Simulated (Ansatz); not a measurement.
# NiS: the cost of one run

Program: Ansatz 0.2.0. Level of theory: DFT PBEsol+U, scalar-relativistic, plane waves, PAW. These are calculated values, not measurements.

### Step 1. Starting point

The structure is hexagonal, space group P6_3/mmc (No. 194). The conventional cell has a = 3.425 Å, b = 3.425 Å, c = 5.340 Å, α = 90.00°, β = 90.00°, γ = 120.00°. Ni (site symmetry -3m) has 6 S at 2.39 Å and 2 Ni at 2.67 Å as nearest neighbours. S (site symmetry -6m2) has 6 Ni at 2.39 Å as nearest neighbours.

Coordinates:

```xyz
4
Lattice="3.4250 0.0000 0.0000 -1.7125 2.9661 0.0000 0.0000 0.0000 5.3400" Properties=species:S:1:pos:R:3 pbc="T T T"
Ni    0.0000    0.0000    0.0000
Ni    0.0000    0.0000    2.6700
S     0.0000    1.9774    1.3350
S     1.7125    0.9887    4.0050
```

The structure rests on an entry of the Crystallography Open Database; cell or positions may have been set otherwise for this series.

### Step 2. Single point: NiS, moments +−

input.yaml reads:

```yaml
crystal:
  lattice:
    - [3.425, 0.0, 0.0]
    - [-1.7125, 2.966137008, 0.0]
    - [0.0, 0.0, 5.34]
  atoms:
    - { symbol: Ni, position: [0.0, 0.0, 0.0], spin: 1.5 }
    - { symbol: Ni, position: [0.0, 0.0, 0.5], spin: -1.5 }
    - { symbol: S, position: [0.3333333333, 0.6666666667, 0.25] }
    - { symbol: S, position: [0.6666666667, 0.3333333333, 0.75] }
magnetization:
  spin_polarized: true
scf:
  occupations: { method: gaussian, width: 0.02 }
output:
  forces: true
  stress: true
  populations: true
  write_density: true
  write_potential: true
  elf: true
  volumetric_format: npy
hamiltonian:
  hubbard: { sites: [{ species: Ni, l: d, u_eff: 2.0 }] }
  xc: pbesol
kpoints:
  mp_grid: { grid: [16, 16, 10] }
```

The run is started by

```sh
$ ansatz run input.yaml --threads 2 --pin off --max-ram 6144MiB --backend cpu --events-out ev --progress --plain --runs-dir out
```

What time and memory should one allow on 2 threads of Intel Xeon Platinum 8375C at 2.90GHz (Ice Lake), shared host?

About 55 s, with a peak of 1.1 GiB.
